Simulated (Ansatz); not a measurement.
# C₃H₁₁NO₃Zr: basis-set convergence

The task here is to estimate one member of a computed series from the others.

Program: Ansatz 0.2.0, Gaussian basis. Level of theory: one geometry, several basis sets. These are calculated values, not measurements.

Plan: PBE0-D4/def2-SVP; ωB97M-V/def2-SVP; PBE0-D4/def2-QZVPP; ωB97M-V/def2-QZVPP; the functionals' def2-TZVPP values are taken from earlier runs.

## The geometry

All runs share one geometry, relaxed beforehand with PBE0-D4 in a triple-zeta def2 set. Zr takes the def2 core potential; no spin-orbit term is included.

SMILES `CC[N](C)[Zr]([OH])([OH])[OH]`, 19 atoms, charge 0, spin multiplicity 1.

Atoms are counted from 1 here; the program's logs count them from 0.

Bond lengths: C1–C2 1.522 Å, C1–H9 1.093 Å, C1–H10 1.093 Å, C1–H11 1.092 Å, C2–N3 1.448 Å, C2–H12 1.102 Å, C2–H13 1.096 Å, N3–C4 1.444 Å, N3–Zr5 2.034 Å, C4–H14 1.100 Å, C4–H15 1.098 Å, C4–H16 1.093 Å, Zr5–O6 1.942 Å, Zr5–O7 1.947 Å, Zr5–O8 1.941 Å, O6–H17 0.952 Å, O7–H18 0.953 Å, O8–H19 0.952 Å. Angles: C2–C1–H9 110.6°, C2–C1–H10 110.5°, C2–C1–H11 111.7°, H9–C1–H10 108.3°, H9–C1–H11 108.0°, H10–C1–H11 107.6°, C1–C2–N3 114.4°, C1–C2–H12 109.2°, C1–C2–H13 109.0°, N3–C2–H12 109.4°, N3–C2–H13 108.6°, H12–C2–H13 105.9°, C2–N3–C4 114.2°, C2–N3–Zr5 122.2°, C4–N3–Zr5 123.6°, N3–C4–H14 111.1°, N3–C4–H15 112.9°, N3–C4–H16 110.4° and more.

The first run:

The input, in.yaml:

```yaml
crystal:
  periodic: [false, false, false]
  atoms:
    - {symbol: C, position_ang: [2.105538, 0.234336, -1.186736]}
    - {symbol: C, position_ang: [1.476541, -0.005484, 0.178817]}
    - {symbol: N, position_ang: [0.108894, -0.480404, 0.132899]}
    - {symbol: C, position_ang: [-0.031677, -1.832327, -0.353717]}
    - {symbol: Zr, position_ang: [-1.459636, 0.676330, 0.713866]}
    - {symbol: O, position_ang: [-0.795009, 1.863122, 2.100205]}
    - {symbol: O, position_ang: [-2.088707, 1.755857, -0.779567]}
    - {symbol: O, position_ang: [-2.872410, -0.539276, 1.256006]}
    - {symbol: H, position_ang: [1.526039, 0.967858, -1.753139]}
    - {symbol: H, position_ang: [3.125284, 0.612800, -1.078327]}
    - {symbol: H, position_ang: [2.155564, -0.684118, -1.775582]}
    - {symbol: H, position_ang: [2.094978, -0.723091, 0.741773]}
    - {symbol: H, position_ang: [1.502342, 0.928520, 0.752177]}
    - {symbol: H, position_ang: [0.595971, -2.528744, 0.222351]}
    - {symbol: H, position_ang: [0.245307, -1.937756, -1.411242]}
    - {symbol: H, position_ang: [-1.067529, -2.167572, -0.253106]}
    - {symbol: H, position_ang: [-0.835415, 2.622468, 2.673608]}
    - {symbol: H, position_ang: [-2.027420, 2.009708, -1.695819]}
    - {symbol: H, position_ang: [-3.758644, -0.772239, 1.515532]}
basis:
  gaussian: {orbitals: def2-SVP}
hamiltonian: {xc: pbe0, dispersion: d4}
output: {orbitals: {seedname: orbitals}}
```

The run is started by

```bash
$ ansatz run in.yaml --threads 4 --pin off --events-out ev --progress --plain --max-ram 66560MiB --backend cpu
```

Steps of the session up to this table: PBE0-D4 in def2-SVP; ωB97M-V in def2-SVP; PBE0-D4 in def2-QZVPP; ωB97M-V in def2-QZVPP.

One of the session's tables, all rows but one given; the rest of the session is left out.

It belongs to the step «Density functionals: the series». 

```
functional       basis  HOMO (eV)  LUMO (eV)
   PBE0-D4    def2-SVP      -5.95       0.23
   PBE0-D4  def2-TZVPP      -6.10      -0.03
   PBE0-D4  def2-QZVPP      -6.13      -0.15
   ωB97M-V    def2-SVP      -8.20       1.20
   ωB97M-V  def2-TZVPP      -8.35       0.84
   ωB97M-V  def2-QZVPP          ?          ?
```

Estimate the missing values for ωB97M-V, def2-QZVPP.

The run gave: HOMO (eV): -8.39; LUMO (eV): 0.58. In the column «HOMO (eV)» it is the lowest.
